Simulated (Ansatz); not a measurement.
# GeH2O: the cost of one run

Method: cc-pVTZ, correlated electrons: outside noble gas; program: Ansatz 0.2.0, Gaussian basis.

Plan: UHF; CCSD(T) on ROHF; CCSD(T) on UHF; BCCD(T) on ROHF; CCSDT(Q) on ROHF; CCSDT(Q) on UHF; CASSCF and MRCISD+Q, 11 electrons in 10 orbitals; CASSCF and NEVPT2, 11 electrons in 10 orbitals.

## 1. The geometry

The geometry is a PBE0/def2-TZVP stationary point (not a proven minimum) of the parent state, kept for this charge and spin. No spin-orbit coupling is included. The filled d shell of Ge may be among the frozen orbitals whatever the setting's name suggests; the logs give the count.

4 atoms, charge 1, spin multiplicity 2.

Atoms are counted from 1 here; the program's logs count them from 0.

Bond lengths: Ge1–O2 1.632 Å, Ge1–H3 1.542 Å, Ge1–H4 1.542 Å. Angles: O2–Ge1–H3 123.4°, O2–Ge1–H4 123.4°, H3–Ge1–H4 113.2°.

In the tables R marks a restricted open-shell determinant and U an unrestricted one; 'valence' is the active space of 11 electrons in 10 orbitals; correlation energies count from the lowest restricted Hartree-Fock solution.

## 2. UHF

File in.yaml:

```yaml
crystal:
  periodic: [false, false, false]
  atoms:
    - {symbol: Ge, position_ang: [0.000000, 0.000000, 0.269193]}
    - {symbol: O, position_ang: [0.000000, 0.000000, -1.363087]}
    - {symbol: H, position_ang: [0.000000, 1.286605, 1.118308]}
    - {symbol: H, position_ang: [0.000000, -1.286605, 1.118308]}
basis:
  gaussian: {orbitals: cc-pVTZ}
total_charge: 1
magnetization: {spin_polarized: true, initial_magnetization: 1}
hamiltonian: {xc: hf}
output: {orbitals: {seedname: orbitals}}
```

On the command line:

```console
ansatz run in.yaml --threads 1 --pin off --events-out ev --progress --plain --max-ram 3968MiB --backend cpu
```

**Question.** How long does this run take on 1 thread of AMD EPYC 7R13, shared host, and how much memory does it need?

About 8 s, with a peak of 0.3 GiB.
